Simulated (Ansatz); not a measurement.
**BClF2 (chlorodifluoroborane): levels of theory compared**

Aim: a comparison of 6 runs (UHF/STO-3G, BHLYP/STO-3G, BLYP/STO-3G, r2SCAN/STO-3G, RPA@PBE/STO-3G, FCI/STO-3G) of BClF2 (chlorodifluoroborane). 

Program for the calculation: Ansatz 0.2.0.

66 further runs of the same task are left out: 7 that didn't finish, 59 set aside as unsound or not needed.

**1. The structure to begin with**

BClF2 has 4 atoms, charge 0, and is taken as a singlet. SMILES: `FB(F)Cl`. The B2–F1 distance was set to 1.966 Å, away from the relaxed value.

Bond lengths: B2–F3 1.310 Å, B2–Cl4 1.740 Å. Angles: F3–B2–Cl4 120.5°. A long bond or contact: F1–B2 1.966 Å.

**2. A single-point energy at UHF/STO-3G (run 1)**

The input, run.yaml:

```yaml
crystal:
  periodic: [false, false, false]
  atoms:
    - {symbol: F, position_ang: [-0.227002, -1.860823, -0.788459]}
    - {symbol: B, position_ang: [-0.067100, -0.041300, -0.062000]}
    - {symbol: F, position_ang: [-1.011600, 0.830100, -0.317700]}
    - {symbol: Cl, position_ang: [1.307900, 0.405300, 0.905700]}
basis:
  gaussian: {orbitals: STO-3G}
total_charge: 0
magnetization: {spin_polarized: true}
hamiltonian: {xc: hf}
accuracy: high
```

Started as:

```bash
$ ansatz run run.yaml --threads 1 --pin off --max-ram 2610MiB --events-out events.jsonl --progress --plain --runs-dir runs
```

Log:

```text
Warning: RAYON_NUM_THREADS=1 ignored (pool sized by the plan → 1); use --threads N
Functional definition: HF
  name "HF"
  exchange = exact_x
  correlation = 0
435 factors; integrals over basis functions are off by at most 3.3e-8 eV
mean field evaluation 1: about -18361.0015 eV, gradient 2.4e1 eV
mean field evaluation 2: about -18361.0423 eV, gradient 2.4e1 eV
mean field evaluation 4: about -18367.7308 eV, gradient 2.2e0 eV
mean field evaluation 8: about -18367.8197 eV, gradient 8.6e-2 eV
mean field evaluation 16: about -18368.1421 eV, gradient 1.8e0 eV
mean field evaluation 32: about -18368.1552 eV, gradient 1.8e0 eV
mean field evaluation 64: about -18365.0309 eV, gradient 2.0e0 eV
mean field -18368.53720834 eV, -675.0312917646 hartree, gradient 4.5e-8 eV, S^2 0.571581; 3 other end points of the search recorded, 0 dependent functions left out
reference -18368.53720834 eV, -675.0312917646 hartree; 20, 20 occupied and 4, 4 virtual orbitals, 435 factors
Total energy: -18368.53720834 eV, -675.0312917646 hartree
```

Wall time 0.42 s (1 thread of Arm Neoverse V1, shared host).

**3. The energy at BHLYP/STO-3G (run 2)**

Changes to run.yaml since step 2:

```diff
@@ -1 +1,4 @@
+basis:
+  gaussian:
+    orbitals: STO-3G
 crystal:
@@ -7,7 +10,4 @@
     - {symbol: Cl, position_ang: [1.307900, 0.405300, 0.905700]}
-basis:
-  gaussian: {orbitals: STO-3G}
-total_charge: 0
-magnetization: {spin_polarized: true}
-hamiltonian: {xc: hf}
+hamiltonian:
+  xc: {name: BHLYP}
 accuracy: high
```

Started as:

```bash
$ ansatz run run.yaml --threads 1 --pin off --max-ram 2610MiB --events-out events.jsonl --progress --plain --runs-dir runs
```

Log:

```text
Warning: RAYON_NUM_THREADS=1 ignored (pool sized by the plan → 1); use --threads N
Functional definition: BHLYP
  name "BHLYP"
  parameter a = 0.5
  exchange = (1 - a)*b88_x + a*exact_x
  correlation = lyp_c
435 factors; integrals over basis functions are off by at most 3.3e-8 eV
mean field evaluation 1: about -18402.1281 eV, gradient 3.2e1 eV
mean field evaluation 2: about -18344.0563 eV, gradient 1.3e2 eV
mean field evaluation 4: about -18407.6880 eV, gradient 3.3e0 eV
mean field evaluation 8: about -18407.7584 eV, gradient 1.9e-1 eV
mean field evaluation 16: about -18407.7586 eV, gradient 1.3e-5 eV
mean field -18407.75860956 eV, -676.4726516744 hartree, gradient 8.7e-8 eV, S^2 0.000000; 0 other end points of the search recorded, 0 dependent functions left out
reference -18407.75862461 eV, -676.4726522275 hartree; 20, 20 occupied and 4, 4 virtual orbitals, 435 factors
Total energy: -18407.75862461 eV, -676.4726522275 hartree
```

Run time: 1.1 s. Hardware: 1 thread of Arm Neoverse V1, shared host; peak memory 0.097 GiB.

**4. A single-point energy at BLYP/STO-3G (run 3)**

The input, input.yaml:

```yaml
crystal:
  periodic: [false, false, false]
  atoms:
    - symbol: F
      position_ang: [-0.227002, -1.860823, -0.788459]
    - symbol: B
      position_ang: [-0.067100, -0.041300, -0.062000]
    - symbol: F
      position_ang: [-1.011600, 0.830100, -0.317700]
    - symbol: Cl
      position_ang: [1.307900, 0.405300, 0.905700]
basis:
  gaussian: {orbitals: STO-3G}
hamiltonian: {xc: {name: BLYP}}
accuracy: high
```

Started as:

```bash
$ ansatz run input.yaml --threads 1 --pin off --max-ram 2610MiB --events-out events.jsonl --progress --plain --runs-dir runs
```

Log:

```text
Warning: RAYON_NUM_THREADS=1 ignored (pool sized by the plan → 1); use --threads N
Functional definition: BLYP
  name "BLYP"
  parameter beta = 0.0042
  parameter a = 0.04918
  parameter b = 0.132
  parameter c = 0.2533
  parameter d = 0.349
  exchange = b88_x(beta = beta)
  correlation = lyp_c(a = a, b = b, c = c, d = d)
435 factors; integrals over basis functions are off by at most 3.3e-8 eV
mean field evaluation 1: about -18403.4470 eV, gradient 2.5e1 eV
mean field evaluation 2: about -18275.7122 eV, gradient 1.8e2 eV
mean field evaluation 4: about -18405.8829 eV, gradient 1.2e1 eV
mean field evaluation 8: about -18406.3612 eV, gradient 2.9e-1 eV
mean field evaluation 16: about -18406.3616 eV, gradient 1.1e-6 eV
mean field -18406.36156863 eV, -676.4213113671 hartree, gradient 2.0e-8 eV, S^2 0.000000; 0 other end points of the search recorded, 0 dependent functions left out
reference -18406.36159867 eV, -676.4213124712 hartree; 20, 20 occupied and 4, 4 virtual orbitals, 435 factors
Total energy: -18406.36159867 eV, -676.4213124712 hartree
```

Run time: 1.3 s. Hardware: 1 thread of Arm Neoverse V1, shared host; peak memory 0.097 GiB.

Runs 4 to 5 aren't shown in full; the table further down has their settings and results.

**5. The energy at FCI/STO-3G (run 6)**

The input, job.yaml:

```yaml
crystal:
  periodic: [false, false, false]
  atoms:
    - symbol: F
      position_ang: [-0.227002, -1.860823, -0.788459]
    - symbol: B
      position_ang: [-0.067100, -0.041300, -0.062000]
    - symbol: F
      position_ang: [-1.011600, 0.830100, -0.317700]
    - symbol: Cl
      position_ang: [1.307900, 0.405300, 0.905700]
basis:
  gaussian: {orbitals: STO-3G}
correlation: {method: fci, frozen_orbitals: {B: 1, Cl: 5, F: 1}}
accuracy: high
```

Started as:

```bash
$ ansatz run job.yaml --threads 1 --pin off --max-ram 2610MiB --events-out events.jsonl --progress --plain --runs-dir runs
```

Log:

```text
Warning: RAYON_NUM_THREADS=1 ignored (pool sized by the plan → 1); use --threads N
Functional definition: HF
  name "HF"
  exchange = exact_x
  correlation = 0
435 factors; integrals over basis functions are off by at most 3.3e-8 eV
mean field evaluation 1: about -18361.0015 eV, gradient 3.4e1 eV
mean field evaluation 2: about -18361.0423 eV, gradient 3.4e1 eV
mean field evaluation 4: about -18367.7308 eV, gradient 3.2e0 eV
mean field evaluation 8: about -18367.8197 eV, gradient 1.2e-1 eV
mean field -18367.81979557 eV, -675.0049273319 hartree, gradient 2.1e-8 eV, S^2 0.000000; 0 other end points of the search recorded, 0 dependent functions left out; unrestricted orbitals would lower it
mean field evaluation 16: about -18367.6875 eV, gradient 1.1e1 eV
8 core orbitals not correlated: weight in the atoms' cores, before any rotation towards them, 1.000 or more for the frozen orbitals, at most 0.000 for the correlated occupied ones
reference -18367.81979557 eV, -675.0049273319 hartree; 12, 12 occupied and 4, 4 virtual orbitals, 435 factors
state -18372.05446869 eV, -675.1605486984 hartree
Total energy: -18372.05446869 eV, -675.1605486984 hartree
```

It took 15 s on 1 thread of Arm Neoverse V1, shared host; peak memory 0.31 GiB.

**6. Overview of the runs**

```
run           level  frozen core orbitals  energy (Eh)  wall time
  1      UHF/STO-3G                     –  -675.031292     0.42 s
  2    BHLYP/STO-3G                     –  -676.472652      1.1 s
  3     BLYP/STO-3G                     –  -676.421312      1.3 s
  4   r2SCAN/STO-3G                     –  -676.466938      3.3 s
  5  RPA@PBE/STO-3G                     8  -675.218427        2 s
  6      FCI/STO-3G                     8  -675.160549       15 s
```

**7. Outcome**

| quantity | value |
| --- | --- |
| run 6: total energy | -675.16055 Eh |
| run 6: correlation energy (8 core orbitals frozen) | -155.6 mEh |

What this shows: Against full CI in this basis: UHF +129.3 mEh. Totals of different functionals can't be ranked against each other. In runs 1, 2, 3, 4, 5, 6 the basis is minimal, so the values are rough. Spin contamination of the reference: run 1 ⟨S²⟩ = 0.57. All runs together took 23 s, the longest 15 s.
